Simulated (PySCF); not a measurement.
# H12O6Y ([Y(H2O)6]3+): the cost of one run

Computed with PySCF 2.14.0 and routines of our own; the level stands in each step. Atoms count from 0.

## 1. The starting structure

19 atoms, charge 3, multiplicity 1; geometry from: GFN2-xTB.

## 2. Geometry optimisation at PBE0-D3(BJ)/def2-SVP

The job: settings as JSON, then the geometry in Å.

```
{"job": {"xc": "PBE0", "basis": "def2-SVP", "d3": "d3bj", "grid": 1, "maxiter": 30, "shake": 0.03, "kind": "geom"}, "charge": 3, "multiplicity": 1}
Y      0.061730    -0.076830     0.012500
O      0.144180     0.149360     2.121380
H      0.082890     0.966360     2.650620
H      0.376840    -0.546580     2.774480
O     -0.167150    -0.184070    -2.159100
H     -0.270990     0.567830    -2.792960
H     -0.130350    -0.981650    -2.673500
O      2.174220     0.180050    -0.178150
H      2.780090     0.289470     0.611370
H      2.667980     0.140530    -0.943210
O     -2.153940    -0.167510     0.189940
H     -2.657940    -0.150490     0.994290
H     -2.869390    -0.237320    -0.582660
O     -0.214820     2.135630    -0.138690
H     -0.989970     2.641500    -0.154560
H      0.549830     2.828390    -0.242090
O      0.168860    -2.094510     0.153020
H     -0.580920    -2.766380     0.292770
H      0.966070    -2.700330     0.149150
```

Command:

```sh
> OMP_NUM_THREADS=1 python heavy_run.py task.json out
```

The driver reads the jobs from task.json and runs them one after another.

Q: Estimate the wall time and peak memory of this first job on 1 thread of Arm Neoverse V2, shared host.

About 2.7 min, with a peak of 0.73 GiB.
